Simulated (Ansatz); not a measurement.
Crystal: CrN2.

```
Cr N
1.0
     3.90179    0.00000    0.00000
     0.00000    4.80951    0.00000
     0.00000    0.00000    2.78417
Cr N
2 4
Direct
  0.00000 0.00000 0.00000
  0.50000 0.50000 0.50000
  0.86617 0.58878 0.00000
  0.13383 0.41123 0.00000
  0.36617 0.91122 0.50000
  0.63383 0.08878 0.50000
```

The cell comes from a database or a generator and needn't be the stable form of this composition.

Base run:

```yaml
Program: Ansatz 0.2.0
Functional: PBEsol
Potentials_or_basis: Ansatz PAW
Cutoff: "420 eV (not typed: the program's choice for these potentials)"
k_mesh: 6 × 5 × 8
Occupations: fermi-dirac, width 0.05 eV
Spin: collinear spin, ferromagnetic start
Starting_moments: "[0.75, 0.75, 0.0, 0.0, 0.0, 0.0] μB"
Fixed_moment: 1.5 μB
```

Its results: pressure -15.6 GPa; site moments Cr +0.72; N -0.04 μB; largest force 0.043 eV/Å.

After a change of settings the same cell gave: pressure 53.2 GPa; site moments Cr +3.25; N +0.45 μB; largest force 6.426 eV/Å. Which change was it?
A. fixed moment from 1.5 μB to 7.5 μB; moments at the start from [0.75, 0.75, 0.0, 0.0, 0.0, 0.0] to [3.75, 3.75, 0.0, 0.0, 0.0, 0.0]
B. fixed moment from 1.5 μB to 4.5 μB; moments at the start from [0.75, 0.75, 0.0, 0.0, 0.0, 0.0] to [2.25, 2.25, 0.0, 0.0, 0.0, 0.0]
C. fixed moment from 1.5 μB to 3 μB; moments at the start from [0.75, 0.75, 0.0, 0.0, 0.0, 0.0] to [1.5, 1.5, 0.0, 0.0, 0.0, 0.0]
D. fixed moment from 1.5 μB to 12 μB; moments at the start from [0.75, 0.75, 0.0, 0.0, 0.0, 0.0] to [6.0, 6.0, 0.0, 0.0, 0.0, 0.0]

D.

Caveats: the total moment is fixed, so each spin has its own Fermi level; only a ferromagnetic start was run, and an antiferromagnetic order may lie lower in energy; the PAW data sets come from PBE, with cores solved anew for the run's functional, which leaves a small shift of forces and pressure; the thresholds are loose for stress; a pressure of tens of GPa on the cell as given is suspect, and the run, the potentials or the cell itself is likely at fault (some runs); forces of over 1 eV/Å show positions far from the minimum, so gaps and moduli don't describe the material at rest (some runs).
